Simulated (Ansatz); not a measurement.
B2H6S2, SMILES [BH2-]1[SH+][BH2-][SH+]1, a polarisability from point charges

With Ansatz 0.2.0 through its Python package.

Notebook, run cell by cell (the value of a cell's last expression is shown):

In [1]:
```python
import ansatz as az
import numpy as np

geometry_ang = [
    ("B", (-0.5062, 0.918, -0.5383)),
    ("S", (-1.0789, -0.819, -0.4823)),
    ("B", (0.1594, -0.8592, 0.8585)),
    ("S", (0.7881, 0.9286, 0.7988)),
    ("H", (-0.0559, 1.2207, -1.6179)),
    ("H", (-1.458, 1.7033, -0.2714)),
    ("H", (-0.566, -1.4741, -1.5772)),
    ("H", (1.1335, -1.5704, 0.5891)),
    ("H", (-0.3031, -1.1057, 1.9639)),
    ("H", (1.97, 1.0066, 0.2798)),
]
b2h6s2 = az.Crystal.molecule()
for symbol, xyz in geometry_ang:
    b2h6s2 = b2h6s2.atom(symbol, xyz)
```

In [2]:
```python
calculation = b2h6s2.calculation().basis(gaussian="def2-SVPD").correlation("mp2").forces()
# charges +q and -q at -R and +R make a nearly even field 2 k q / R^2 at the centre
centre = np.mean([site.position_ang for site in b2h6s2.cartesian_sites], axis=0)
field = 2 * 14.399645 * 4.0 / 25.0 ** 2
```

In [3]:
```python
def dipole(axis, sign):
    arm = 25.0 * np.eye(3)[axis]
    pair = [{"charge": sign * 4.0, "position_ang": (centre - arm).tolist()}, {"charge": -sign * 4.0, "position_ang": (centre + arm).tolist()}]
    deck = calculation.input().set(az.key.basis.gaussian.point_charges, pair)
    return np.array(az.Session.from_dict(deck).plan().execute().report["charge_distribution"]["dipole_moment_e_ang"])
```

In [4]:
```python
print(f"field {field:.4f} V/A")
alpha = np.array([(dipole(axis, 1) - dipole(axis, -1)) / (2 * field) * 14.399645 for axis in range(3)])
print("polarisability tensor (A^3)")
print(np.array2string(alpha, precision=3, suppress_small=True))
print(f"mean {np.trace(alpha) / 3:.3f} A^3 = {np.trace(alpha) / 3 / 0.14818471:.2f} bohr^3")
```
```text
field 0.1843 V/A
polarisability tensor (A^3)
[[ 9.92   0.55   1.015]
 [ 0.541 10.721  0.039]
 [ 1.008  0.03   9.835]]
mean 10.159 A^3 = 68.56 bohr^3
```

The geometry is a force-field or estimated start, not a minimum of this method, and the basis set is short of its limit. The field of two point charges is only nearly even. Finished in 62 s on 1 thread of Arm Neoverse V1, with other jobs on the host, peak memory 0.5 GiB.

(Lines on the test bed's own set-up are left out of the output.)
